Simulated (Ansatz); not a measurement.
# GeH6O2: the cost of one run

Method: RKS B3LYP/def2-SVP, in Ansatz 0.2.0.

## (1) The structure to begin with

Bond lengths: Ge1–H3 1.550 Å, Ge1–O4 1.769 Å, O4–H5 1.010 Å, Ge1–H6 1.549 Å, Ge1–O7 2.070 Å, O7–H8 1.010 Å. Angles: H3–Ge1–O4 109.5°, H3–Ge1–H6 109.5°, H3–Ge1–O7 75.6°, O4–Ge1–H6 109.5°, O4–Ge1–O7 64.5°, H6–Ge1–O7 173.5°, Ge1–O4–H5 109.5°, Ge1–O7–H8 109.5°.

Structure file:

```xyz
9

Ge    0.0000    0.0000    0.0000
H     0.0000    0.0000    1.9000
H     1.4616    0.0000   -0.5162
O    -0.8337    1.4443   -0.5894
H    -1.7915    1.2136   -0.8118
H    -0.7300   -1.2648   -0.5162
O     0.7760    1.8046    0.6527
H     1.5670    1.6327    1.2567
H     0.3926    0.9129    1.8011
```

## (2) Pulling towards end A

Springs on the bonds that form and break draw the guess towards this end; the thresholds are loose.

input.yaml

```yaml
crystal:
  periodic: [false, false, false]
  atoms:
    - { symbol: Ge, position_ang: [0.0, 0.0, 0.0] }
    - { symbol: H, position_ang: [0.0, 0.0, 1.9] }
    - { symbol: H, position_ang: [1.4616, 0.0, -0.5162] }
    - { symbol: O, position_ang: [-0.8337, 1.4443, -0.5894] }
    - { symbol: H, position_ang: [-1.7915, 1.2136, -0.8118] }
    - { symbol: H, position_ang: [-0.73, -1.2648, -0.5162] }
    - { symbol: O, position_ang: [0.776, 1.8046, 0.6527] }
    - { symbol: H, position_ang: [1.567, 1.6327, 1.2567] }
    - { symbol: H, position_ang: [0.3926, 0.9129, 1.8011] }
basis:
  gaussian: { orbitals: def2-SVP }
hamiltonian:
  xc: b3lyp
relax:
  f_tol: 0.15
  max_steps: 25
  restrain:
    - { distance: [0, 6], at: 2.97, k: 30.0 }
    - { distance: [8, 1], at: 1.86, k: 30.0 }
    - { distance: [0, 1], at: 1.55, k: 30.0 }
    - { distance: [8, 6], at: 1.01, k: 30.0 }
output:
  orbitals: {}
```

On the command line:

```console
$ ansatz run input.yaml --threads 2 --pin off --max-ram 3072MiB --backend cpu --events-out ev --progress --plain --runs-dir out
```

Q: Estimate wall time and peak memory on 2 threads of Arm Neoverse V2, shared host.

About 19 s, with a peak of 0.18 GiB.
